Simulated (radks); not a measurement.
**In in [Kr] 4d10 5s2 5p1: an all-electron calculation**

One table from this session's results is given with a row withheld; the runs are named, their logs left out.

The numbers are computed with radks (a radial shooting solver on a logarithmic mesh, Libxc functionals) version 1 (Dirac Kohn-Sham, exchange-only LDA, spin-unpolarised, spherical densities, point nucleus; open shells fill j = l - 1/2 first), except any that are marked as measured or tabulated.

### Starting point

```
element       : indium (Z = 49)
charge        : 0
electrons     : 49
configuration : [Kr] 4d10 5s2 5p1
```

The first run:

Settings of this run:

```text
Z 49
configuration [Kr] 4d10 5s2 5p1 6s0 4f0 5d0 6p0
relativity Dirac
functional lda,
spin unpolarised
j_filling energy
nucleus point
c 137.035999084
```

The run is started by

```bash
python run_ks.py task.json out
```

The same process makes all the runs of this session.

One table of the session follows, with a row left open; its other results are not shown here.

Radial density 4πr²ρ:

| r (bohr) | 4πr²ρ (e/bohr) |
| --- | --- |
| 0.00144 | 2.758 |
| 0.00240 | 6.530 |
| 0.00397 | 14.35 |
| 0.00663 | ? |
| 0.0110 | 48.41 |
| 0.0183 | 62.97 |
| 0.0303 | 59.07 |
| 0.0506 | 57.80 |
| 0.0844 | 79.24 |
| 0.140 | 62.60 |
| 0.233 | 62.21 |
| 0.386 | 44.36 |
| 0.644 | 19.67 |
| 1.07 | 16.90 |
| 1.78 | 4.246 |
| 2.94 | 1.166 |
| 4.91 | 0.2149 |
| 8.13 | 0.01652 |

**Question.** Estimate the row for r (bohr) = 0.00663.

Worked estimate for «4πr²ρ (e/bohr)». A straight line through the neighbours (0.00397, 14.35) and (0.0110, 48.41) gives 14.35 + (48.41 − 14.35) × (0.00663 − 0.00397) / (0.0110 − 0.00397) = 27.24; a parabola fitted to 4 rows on both sides gives 29.85.

The run gave: 4πr²ρ (e/bohr): 28.79. In «4πr²ρ (e/bohr)» the line misses by -1.55 and the parabola by +1.06.

To keep in mind: Spin polarisation and multiplet splitting are left out.
